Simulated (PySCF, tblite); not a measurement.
# C4H5FNOS radical: geometry, infrared bands and EPR parameters

Aim: predict the infrared bands and EPR parameters of C4H5FNOS radical (`N#CC[C@H]([S])OCF`).

Programs: tblite 0.8.0 and PySCF 2.14.0, with density-fitted response routines of our own. Each step states its level of theory. These are calculated values for one molecule in the gas phase, unless marked as measured. Atoms are numbered from 0 throughout.

**1. The molecule as given**

13 atoms, charge 0, multiplicity 2; geometry from: force field or distance geometry start.

Bonds of the start (Å): N0–C1 1.16, C1–C2 1.49, C2–C3 1.54, C3–S4 1.86, C3–O5 1.43, O5–C6 1.42, C6–F7 1.36, C2–H8 1.10, C2–H9 1.09, C3–H10 1.09, C6–H11 1.10, C6–H12 1.09.

**2. Relaxing the molecule with GFN2-xTB**

Job settings and geometry (Å):

```
{"job": {"kind": "relax", "xc": "GFN2-xTB", "basis": "xTB"}, "charge": 0, "multiplicity": 2}
N      1.418700    -0.001300    -2.874000
C      1.177300    -0.496200    -1.858700
C      0.952100    -1.182700    -0.558200
C      0.411200    -0.184100     0.484700
S      0.506800    -1.011300     2.147400
O     -0.953600     0.109900     0.156300
C     -1.479700     1.175300     0.928800
F     -2.501400     1.710000     0.214100
H      0.231700    -1.998000    -0.725900
H      1.888500    -1.631800    -0.242000
H      0.999300     0.731200     0.440100
H     -1.896400     0.805500     1.878900
H     -0.758900     1.974000     1.112100
```

On the command line:

```console
OMP_NUM_THREADS=1 python probes_run.py task.json out
```

The driver reads the jobs from task.json and runs them one after another.

Standard output:

```text
step      E/eV     max force
  0    -707.04534    1.849
  1    -707.10627    3.630
  2    -707.10982    2.603
  3    -707.16793    0.406
  4    -707.17708    0.308
  5    -707.18906    0.310
  6    -707.19194    0.186
  7    -707.19433    0.145
  8    -707.19554    0.125
  9    -707.19654    0.077
 10    -707.19728    0.069
 11    -707.19783    0.065
 12    -707.19820    0.063
 13    -707.19856    0.063
 14    -707.19898    0.073
 15    -707.19945    0.069
 16    -707.19988    0.052
 17    -707.20025    0.051
 18    -707.20060    0.056
 19    -707.20094    0.049
 20    -707.20122    0.037
 21    -707.20143    0.031
 22    -707.20157    0.031
 23    -707.20168    0.027
 24    -707.20176    0.023
 25    -707.20182    0.019
 26    -707.20187    0.016
 27    -707.20192    0.019
 28    -707.20196    0.023
 29    -707.20200    0.022
 30    -707.20203    0.015
 31    -707.20206    0.014
 32    -707.20208    0.014
 33    -707.20210    0.014
 34    -707.20211    0.010
 35    -707.20213    0.010
 36    -707.20215    0.012
 37    -707.20217    0.019
 38    -707.20220    0.023
 39    -707.20225    0.025
 40    -707.20231    0.030
 41    -707.20239    0.029
 42    -707.20248    0.030
 43    -707.20258    0.032
 44    -707.20269    0.030
 45    -707.20281    0.033
 46    -707.20299    0.043
 47    -707.20322    0.063
 48    -707.20346    0.060
 49    -707.20367    0.033
 50    -707.20385    0.040
 51    -707.20407    0.053
 52    -707.20308    0.230
 53    -707.20458    0.076
 54    -707.20504    0.076
 55    -707.19378    0.492
 56    -707.20524    0.044
 57    -707.20593    0.061
 58    -707.19206    0.759
 59    -707.20716    0.047
 60    -707.20812    0.052
 61    -707.19345    0.661
 62    -707.20669    0.453
 63    -707.19853    0.999
 64    -707.21066    0.086
 65    -707.21261    0.266
 66    -707.21543    0.351
 67    -707.22083    0.534
 68    -707.22662    0.665
 69    -707.24345    0.695
 70    -707.25482    0.350
 71    -707.24072    0.970
 72    -707.26550    0.216
 73    -707.27095    0.210
 74    -707.26906    0.702
 75    -707.28406    0.184
 76    -707.28815    0.151
 77    -707.29277    0.267
 78    -707.29471    0.121
 79    -707.29626    0.082
 80    -707.29818    0.090
 81    -707.30003    0.115
 82    -707.30173    0.125
 83    -707.30336    0.146
 84    -707.30517    0.158
 85    -707.30710    0.151
 86    -707.30918    0.145
 87    -707.31124    0.121
 88    -707.31322    0.117
 89    -707.31487    0.090
 90    -707.31634    0.090
 91    -707.31791    0.102
 92    -707.31944    0.132
 93    -707.32044    0.114
 94    -707.32168    0.143
 95    -707.32292    0.141
 96    -707.32552    0.145
 97    -707.32839    0.181
 98    -707.33191    0.206
 99    -707.33711    0.349
100    -707.34122    0.544
101    -707.34808    0.428
102    -707.36085    0.340
103    -707.37212    0.413
104    -707.37547    0.355
105    -707.38574    0.390
106    -707.38939    0.487
107    -707.39339    0.169
108    -707.39628    0.112
109    -707.39808    0.110
110    -707.39888    0.129
111    -707.39919    0.133
112    -707.39990    0.053
113    -707.40014    0.045
114    -707.40065    0.055
115    -707.40111    0.067
116    -707.40169    0.070
117    -707.40208    0.071
118    -707.40241    0.048
119    -707.40269    0.048
120    -707.40294    0.053
121    -707.40317    0.052
122    -707.40339    0.051
123    -707.40364    0.050
124    -707.40388    0.044
125    -707.40407    0.040
126    -707.40425    0.032
127    -707.40443    0.048
128    -707.40460    0.036
129    -707.40472    0.030
130    -707.40480    0.015
131    -707.40483    0.013
132    -707.40484    0.009
```

It took 0.94 s on 1 thread of Arm Neoverse V1, shared host.

Relaxation path: (not every step is listed) (the energy doesn't fall at every step)

```csv
step,energy from step 0 (eV),largest force (eV/Å)
0,0.0000,1.8491
1,-0.0609,3.6300
2,-0.0645,2.6026
3,-0.1226,0.4062
4,-0.1317,0.3084
5,-0.1437,0.3100
6,-0.1466,0.1857
7,-0.1490,0.1452
8,-0.1502,0.1249
19,-0.1556,0.0493
30,-0.1567,0.0153
41,-0.1571,0.0289
52,-0.1577,0.2296
63,-0.1532,0.9987
74,-0.2237,0.7023
85,-0.2618,0.1508
96,-0.2802,0.1449
107,-0.3480,0.1692
118,-0.3571,0.0484
127,-0.3591,0.0483
128,-0.3593,0.0364
129,-0.3594,0.0302
130,-0.3595,0.0148
131,-0.3595,0.0129
132,-0.3595,0.0093
```

Close pairs (by a distance rule), those that changed most:

```csv
bond,before (Å),after (Å),change (Å)
C1–C2,1.488,1.443,-0.045
O5–C6,1.417,1.373,-0.044
C3–S4,1.860,1.823,-0.036
C3–O5,1.434,1.402,-0.032
N0–C1,1.155,1.141,-0.014
C6–F7,1.357,1.370,+0.013
C6–H12,1.091,1.103,+0.011
C3–H10,1.089,1.100,+0.011
```

The final coordinates are the input of the step that follows.

**3. Harmonic vibrations with GFN2-xTB**

Job settings and geometry (Å):

```
{"job": {"kind": "ir", "xc": "GFN2-xTB", "basis": "xTB"}, "charge": 0, "multiplicity": 2}
N      0.772238    -0.280397    -2.976696
C      0.849961    -0.672791    -1.907714
C      0.962475    -1.161784    -0.554797
C      0.469797    -0.104754     0.438964
S      0.928916    -0.608061     2.130260
O     -0.919118     0.015052     0.292300
C     -1.497084     1.069230     0.955280
F     -1.086785     2.264124     0.425864
H      0.347382    -2.059054    -0.447128
H      2.006665    -1.409444    -0.348581
H      0.970526     0.858163     0.262764
H     -2.578549     0.993767     0.808191
H     -1.230812     1.096435     2.024971
```

Standard output:

```text
mode    cm-1     km/mol
  1      49.0      1.33
  2      54.9      5.51
  3     104.0      6.79
  4     152.5     17.48
  5     199.0      7.97
  6     262.5      1.57
  7     363.0      5.92
  8     379.4      2.77
  9     399.4      6.88
 10     498.3      8.88
 11     583.2      4.74
 12     720.5      5.91
 13     837.8      9.16
 14     959.9     33.77
 15     985.0    126.71
 16     997.7     54.49
 17    1056.8      8.76
 18    1078.5     61.38
 19    1102.2    154.50
 20    1132.4     24.83
 21    1189.1      7.43
 22    1230.4      8.15
 23    1259.8     19.03
 24    1288.7     13.23
 25    1317.9     10.47
 26    1394.3     10.07
 27    1417.7      2.91
 28    2419.0    175.99
 29    2867.2     31.73
 30    2870.5      6.54
 31    2974.3      1.52
 32    2976.8     10.04
 33    2978.7      3.05
```

Run time: 0.46 s. Hardware: 1 thread of Arm Neoverse V1, shared host.

The strongest bands and the atoms that carry them (share of the mass-weighted mode):

```csv
cm⁻¹,km/mol,atoms
960,33.8,"C2 22 %, C3 21 %, H8 14 %, C6 11 %"
985,126.7,"C6 33 %, F7 22 %, C2 18 %"
998,54.5,"C6 22 %, C2 17 %, H9 14 %, C3 10 %"
1078,61.4,"C6 20 %, H11 18 %, H12 15 %, H8 13 %"
1102,154.5,"O5 43 %, C6 29 %"
1132,24.8,"H8 29 %, H10 24 %, C3 11 %"
2419,176.0,"C1 60 %, N0 39 %"
2867,31.7,H12 91 %
```

**4. EPR parameters: B3LYP/pcH-1**

The job, as its differences from that of step 3:

```diff
@@ -1,2 +1,2 @@
-{"job": {"kind": "ir", "xc": "GFN2-xTB", "basis": "xTB"}, "charge": 0, "multiplicity": 2}
+{"job": {"kind": "epr", "basis": "pcH-1"}, "charge": 0, "multiplicity": 2}
 N      0.772238    -0.280397    -2.976696
```

Method: UKS B3LYP, pcH-1 on C F H N O S, non-relativistic, mean-field spin-orbit, GIAO.

Standard output:

```text
UKS, coarse grid
  cycle   1  E = -783.26742210  |g| = 6.08e-01
  cycle   2  E = -782.95735393  |g| = 1.08e+00
  cycle   3  E = -783.38220226  |g| = 2.07e-01
  cycle   4  E = -783.39709174  |g| = 8.25e-02
  cycle   5  E = -783.39969665  |g| = 1.42e-02
  cycle   6  E = -783.39978474  |g| = 6.39e-03
  cycle   7  E = -783.39981240  |g| = 2.52e-03
  cycle   8  E = -783.39982753  |g| = 1.40e-03
  cycle   9  E = -783.39984838  |g| = 1.23e-03
  cycle  10  E = -783.39986859  |g| = 1.11e-03
  cycle  11  E = -783.39992998  |g| = 8.00e-04
  cycle  12  E = -783.39993824  |g| = 7.82e-04
UKS, final grid
  cycle   1  E = -783.39992158  |g| = 1.42e-03
  cycle   2  E = -783.39991955  |g| = 3.28e-03
  cycle   3  E = -783.39992424  |g| = 4.42e-04
  cycle   4  E = -783.39992487  |g| = 3.41e-04
  cycle   5  E = -783.39993051  |g| = 2.51e-04
  cycle   6  E = -783.39993249  |g| = 1.28e-04
  cycle   7  E = -783.39993271  |g| = 4.48e-05
  cycle   8  E = -783.39993273  |g| = 1.93e-05
  cycle   9  E = -783.39993273  |g| = 6.75e-06
E = -783.39993273 Eh   <S^2> = 0.7528 (exact 0.7500)
g shifts (ppm)      1          2          3
  rmc          -222       -222       -222
  gc            -11         55         38
  oz_so        -167      20628     307056
  total        -393      20462     306879
hyperfine (MHz)  atom isotope    a_iso     a_fc   dipolar eigenvalues
    0   14N      -0.03      -0.03     -0.18     -0.05      0.23
    1   13C       1.27       1.27     -0.60     -0.34      0.93
    2   13C      31.66      31.66     -2.35     -1.91      4.26
    3   13C     -16.27     -16.27     -2.61     -1.32      3.93
    4   33S      14.87      14.87    -89.38    -87.96    177.34
    5   17O       2.26       2.26     -2.22      0.89      1.33
    6   13C      -1.06      -1.06     -0.85     -0.21      1.06
    7   19F       2.00       2.00     -2.95     -2.29      5.25
    8    1H      -1.89      -1.89     -3.77     -1.90      5.67
    9    1H      -1.22      -1.22     -3.25     -2.40      5.64
   10    1H      75.47      75.47     -5.86     -1.58      7.43
   11    1H       3.17       3.17     -1.17     -0.99      2.16
   12    1H       3.94       3.94     -3.19     -2.74      5.94
```

It took 76 s on 1 thread of Arm Neoverse V1, shared host; peak memory 0.97 GiB.

Principal g values 2.00193, 2.02278, 2.30920; g(iso) = 2.11130, against 2.00232 for a free electron. They are not to be trusted: the run shows a large g shift, which the driver flags as unsure.

Hyperfine couplings, nucleus by nucleus at this fixed geometry (no averaging over rotations):

```csv
nuclei,isotope,a(iso) (MHz),"a(iso) (G, at g = 2.0023)",largest dipolar term (MHz)
H10,1H,75.5,26.9,7.4
C2,13C,31.7,11.3,4.3
C3,13C,-16.3,-5.8,3.9
S4,33S,14.9,5.3,177.3
H12,1H,3.9,1.4,5.9
H11,1H,3.2,1.1,2.2
O5,17O,2.3,0.8,-2.2
F7,19F,2.0,0.7,5.2
H8,1H,-1.9,-0.7,5.7
C1,13C,1.3,0.5,0.9
H9,1H,-1.2,-0.4,5.6
C6,13C,-1.1,-0.4,1.1
N0,14N,0.0,0.0,0.2
```

Mulliken spin populations:

N0 0.00; C1 0.00; C2 0.01; C3 -0.03; S4 0.98; O5 0.00; C6 0.00; F7 0.00; H8 0.00; H9 0.00; H10 0.03; H11 0.00; H12 0.00

Orbitals, density, ELF and potential are computed afterwards from the orbital file.

ELF in a plane through or near 8 of the atoms.

Values, 10 rows by 14 columns:
```
0.00 0.00 0.00 0.00 0.00 0.00 0.00 0.00 0.00 0.00 0.00 0.00 0.00 0.00
0.00 0.00 0.00 0.00 0.00 0.19 0.39 0.36 0.24 0.08 0.00 0.00 0.00 0.00
0.00 0.00 0.00 0.00 0.03 0.72 0.92 0.56 0.89 0.74 0.12 0.00 0.00 0.00
0.00 0.00 0.03 0.83 0.46 0.07 0.69 0.23 0.86 0.41 0.03 0.04 0.00 0.00
0.00 0.00 0.09 0.96 0.98 0.61 0.67 0.54 0.13 0.62 1.00 0.97 0.08 0.00
0.00 0.00 0.04 0.33 0.87 0.60 0.49 0.71 0.64 0.13 0.67 0.20 0.01 0.00
0.00 0.05 0.33 0.80 0.45 0.63 0.02 0.41 0.16 0.33 0.23 0.03 0.00 0.00
0.00 0.07 0.64 0.62 0.58 0.52 0.09 0.00 0.00 0.08 0.04 0.00 0.00 0.00
0.00 0.01 0.41 0.87 0.80 0.31 0.01 0.00 0.00 0.00 0.00 0.00 0.00 0.00
0.00 0.00 0.00 0.02 0.01 0.00 0.00 0.00 0.00 0.00 0.00 0.00 0.00 0.00
```
The map spans 10.3 Å across and 9.8 Å up, centred on the molecule. Atoms in the plane (x, y in Å): N0 (-2.4, -2.1), C1 (-2.0, -1.0), C2 (-1.6, 0.3), C3 (-0.1, 0.5), S4 (0.3, 2.3), C6 (2.0, -0.3), H9 (-2.2, 1.0), H12 (2.5, 0.6).

On the surface of density 0.002 e/bohr³ the electrostatic potential runs, from the 1st to the 99th percentile, from -1.73 V near N0 to 1.51 V near H8.

The spin density lies nearest to S4 87 %.

**5. Outcome**

| quantity | value |
| --- | --- |
| strongest single infrared mode (GFN2-xTB) | 2419 cm⁻¹, 176 km/mol |
| zero-point energy (GFN2-xTB) | 54.5 kcal/mol |
| g(iso) (B3LYP) | 2.11130 |
| ⟨S²⟩ | 0.753 (exact 0.75) |
| largest a(iso) | 1H on H10, 75.5 MHz |
| surface potential, 1st and 99th percentile | -1.73 V and 1.51 V |
| property runs in this session | 1, of which 0 failed and 1 gave unsound results |

In words: Over 132 steps the energy fell by 0.360 eV; of the close pairs, C1–C2 changed most, 1.488 to 1.443 Å. No mode is imaginary among the 33: a minimum at this level. The strongest single mode, at 2419 cm⁻¹, moves mainly C1 and N0. Unscaled tight-binding wavenumbers are off by several per cent, some by more. Its intensities can rank the bands wrongly. Most of the unpaired spin sits on S4 (0.98 e). The isotropic g lies 109.0 ppt above the free-electron value. These values are not to be trusted: the run shows a large g shift, which the driver flags as unsure.
